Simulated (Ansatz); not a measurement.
**C2H5F (SMILES CCF): wB97X/aug-cc-pVDZ**

What is the electronic atomisation energy of C2H5F at wB97X/aug-cc-pVDZ? 

Program for the calculation: Ansatz 0.2.0.

### 1 The system as given

C2H5F: 8 atoms, total charge 0, spin state singlet. SMILES: `CCF`. Geometry: relaxed at PBE0-D4/def2-TZVP.

Bond lengths: C1–C2 1.504 Å, C2–F3 1.386 Å, C1–H4 1.093 Å, C1–H5 1.092 Å, C1–H6 1.091 Å, C2–H7 1.094 Å, C2–H8 1.094 Å. Some angles: C1–C2–F3 110.1°, C1–C2–H7 111.6°, C1–C2–H8 111.6°, F3–C2–H7 107.4°, F3–C2–H8 107.4°, C2–C1–H4 109.9°, C2–C1–H5 110.8°, C2–C1–H6 110.8°, H7–C2–H8 108.6°, H4–C1–H5 108.4°.

### 2 A single-point energy at wB97X/aug-cc-pVDZ

Contents of run.yaml:

```yaml
crystal:
  periodic: [false, false, false]
  atoms:
    - {symbol: C, position_ang: [-0.431700, 0.566900, -0.264600]}
    - {symbol: C, position_ang: [0.378400, -0.599100, 0.230500]}
    - {symbol: F, position_ang: [1.663300, -0.186400, 0.546500]}
    - {symbol: H, position_ang: [-1.443900, 0.237400, -0.512600]}
    - {symbol: H, position_ang: [0.018600, 0.998500, -1.160400]}
    - {symbol: H, position_ang: [-0.500300, 1.343000, 0.499800]}
    - {symbol: H, position_ang: [0.464000, -1.381500, -0.529800]}
    - {symbol: H, position_ang: [-0.056300, -1.036000, 1.134800]}
basis:
  gaussian:
    orbitals: aug-cc-pVDZ
hamiltonian:
  xc: {name: wB97X}
accuracy: high
output: {orbitals: {seedname: orbitals}}
```

Command:

```console
$ ansatz run run.yaml --threads 1 --pin off --max-ram 3480MiB --events-out events.jsonl --progress --plain --runs-dir runs
```

Output:

```text
Warning: RAYON_NUM_THREADS=1 ignored (pool sized by the plan → 1); use --threads N
Functional definition: wB97X
  name "wB97X"
  parameter omega = 0.3/bohr
  parameter cx = 0.157706
  parameter cx1 = 0.726479
  parameter cx2 = 1.04760
  parameter cx3 = -5.70635
  parameter cx4 = 13.2794
  parameter css1 = -4.33879
  parameter css2 = 18.2308
  parameter css3 = -31.7430
  parameter css4 = 17.2901
  parameter cos1 = 2.37031
  parameter cos2 = -11.3995
  parameter cos3 = 6.58405
  parameter cos4 = -3.78132
  exchange = spin_sum(e_x_unif_sr(omega)*poly(b97_u_x, 1 - cx, cx1, cx2, cx3, cx4)) + cx*exact_x_sr(omega)
      + exact_x_lr(omega)
  correlation = spin_sum(e_c_pw_same_spin*poly(b97_u_same, 1, css1, css2, css3, css4))
      + integral(e_c_pw_opposite_spin*poly(b97_u_opposite, 1, cos1, cos2, cos3, cos4))
2297 factors; integrals over basis functions are off by at most 3.2e-9 eV
454 factors; integrals over basis functions are off by at most 2.6e-9 eV
mean field evaluation 1: about -4869.0589 eV, gradient 3.6e1 eV
mean field evaluation 2: about -4870.6160 eV, gradient 2.6e1 eV
mean field evaluation 4: about -4871.8659 eV, gradient 1.6e0 eV
mean field evaluation 8: about -4871.8720 eV, gradient 2.9e-2 eV
mean field evaluation 16: about -4871.8720 eV, gradient 3.1e-6 eV
mean field -4871.87195997 eV, -179.0379922553 hartree, gradient 8.5e-8 eV, S^2 0.000000; 0 other end points of the search recorded, 0 dependent functions left out
reference -4871.87195303 eV, -179.0379920004 hartree; 13, 13 occupied and 101, 101 virtual orbitals, 2297 factors
Total energy: -4871.87195303 eV, -179.0379920004 hartree
```

Run time: 19 s. Hardware: 1 thread of Intel Xeon Platinum 8375C at 2.90GHz (Ice Lake), shared host; peak memory 0.58 GiB.

### 3 The C atom, same level

Contents of molecule.yaml:

```yaml
crystal:
  periodic: [false, false, false]
  atoms:
    - {symbol: C, position_ang: [0.000000, 0.000000, 0.000000]}
basis:
  gaussian:
    orbitals: aug-cc-pVDZ
magnetization:
  spin_polarized: true
  initial_magnetization: 2
hamiltonian:
  xc: {name: wB97X}
accuracy: high
```

Run the same way, it converges to -37.84121 Eh (log not shown).

### 4 The F atom

Contents of run.yaml:

```yaml
crystal:
  periodic: [false, false, false]
  atoms:
    - symbol: F
      position_ang: [0.000000, 0.000000, 0.000000]
basis:
  gaussian:
    orbitals: aug-cc-pVDZ
total_charge: 0
magnetization:
  spin_polarized: true
  initial_magnetization: 1
hamiltonian:
  xc: {name: wB97X}
accuracy: high
```

Run the same way, it converges to -99.71648 Eh (log not shown).

### 5 The H atom

Contents of run.yaml:

```yaml
crystal:
  periodic: [false, false, false]
  atoms:
    - {symbol: H, position_ang: [0.000000, 0.000000, 0.000000]}
basis:
  gaussian:
    orbitals: aug-cc-pVDZ
magnetization:
  spin_polarized: true
  initial_magnetization: 1
hamiltonian:
  xc: {name: wB97X}
accuracy: high
```

Run the same way, it converges to -0.50101 Eh (log not shown).

### 6 Results

Level: wB97X/aug-cc-pVDZ.

| quantity | value |
| --- | --- |
| molecule: total energy | -179.03799 Eh |
| molecule: HOMO energy | -11.90 eV |
| molecule: LUMO energy | 1.18 eV |
| molecule: HOMO–LUMO gap | 13.08 eV |
| C atom: total energy | -37.84121 Eh |
| C atom: ⟨S²⟩ | 2.005 |
| F atom: total energy | -99.71648 Eh |
| F atom: ⟨S²⟩ | 0.752 |
| H atom: total energy | -0.50101 Eh |
| H atom: ⟨S²⟩ | 0.750 |
| electronic atomisation energy | 30.859 eV |

What this shows: Taking the molecule apart into free atoms costs 30.86 eV (712 kcal/mol), before zero-point energy and without spin-orbit coupling.
